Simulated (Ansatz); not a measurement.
Relaxation of a periodic cell of 17 atoms, Si (host Si, host structure diamond, interstitial Si), to a largest force component of 0.03 eV/Å in at most 60 steps.

Level of theory: DFT PBE, scalar-relativistic, plane waves, PAW (Ansatz). Settings: cutoff 420 eV, k mesh 2x2x2, gaussian smearing 0.02 eV, no spin polarisation.

```xyz
17
Lattice="0.0000 5.4300 5.4300 5.4300 0.0000 5.4300 5.4300 5.4300 0.0000" Properties=species:S:1:pos:R:3:forces:R:3
Si 0.000 0.000 0.000 -2.05 0.22 -0.27
Si 1.357 1.357 1.357 -0.44 2.44 0.38
Si 2.715 2.715 0.000 0.12 0.07 -0.12
Si 4.072 4.072 1.357 -0.02 -0.12 0.12
Si 2.715 0.000 2.715 0.31 0.29 2.32
Si 4.072 1.357 4.072 0.28 0.29 -0.27
Si 5.430 2.715 2.715 0.13 0.14 -0.13
Si 6.787 4.072 4.072 -0.13 -0.13 0.03
Si 0.000 2.715 2.715 -0.31 -0.30 0.32
Si 1.357 4.072 4.072 -0.25 -0.31 -1.92
Si 2.715 5.430 2.715 0.12 0.12 -0.05
Si 4.072 6.787 4.072 -0.14 -0.15 0.14
Si 2.715 2.715 5.430 0.18 -1.80 -0.20
Si 4.072 4.072 6.787 2.16 -0.40 0.27
Si 5.430 5.430 5.430 0.06 0.12 -0.12
Si 6.787 6.787 6.787 -0.12 -0.01 0.12
Si 2.073 4.812 6.094 0.08 -0.47 -0.60
```

Where does it end, and by what steps?

It converged. The force dipped under the threshold on the way, but the program's further checks kept it going. Limits of this set-up: coarse k mesh. After 7 steps the energy has fallen by 0.986 eV; Si7 moved furthest, 0.49 Å.

| step | energy less start (eV) | largest force component (eV/Å) | accepted |
| --- | --- | --- | --- |
| 0 | 0.0000 | 2.436 | yes |
| 1 | -0.7083 | 1.098 | yes |
| 2 | -0.9469 | 0.258 | yes |
| 3 | -0.9717 | 0.130 | yes |
| 4 | -0.9792 | 0.110 | yes |
| 5 | -0.9838 | 0.066 | yes |
| 6 | -0.9857 | 0.027 | yes |
| 7 | -0.9857 | 0.027 | yes |

```xyz
17
Lattice="0.0000 5.4300 5.4300 5.4300 0.0000 5.4300 5.4300 5.4300 0.0000" Properties=species:S:1:pos:R:3
Si -0.154 0.105 -0.102
Si 1.295 1.407 1.422
Si 2.659 2.706 0.057
Si 4.015 4.141 1.291
Si 2.819 0.105 2.871
Si 4.323 1.609 3.824
Si 5.712 2.998 2.434
Si 6.855 4.141 4.131
Si -0.138 2.579 2.854
Si 1.296 4.012 4.026
Si 2.659 5.376 2.725
Si 3.936 6.652 4.210
Si 2.820 2.562 5.327
Si 4.121 4.012 6.851
Si 5.421 5.376 5.487
Si 6.855 6.733 6.721
Si 1.881 4.597 6.266
```

Whether the end is a true minimum wasn't checked by a vibrational analysis.

Time of the run: 38 s on 1 thread of Arm Neoverse V2 (shared host), peak memory 0.5 GiB.
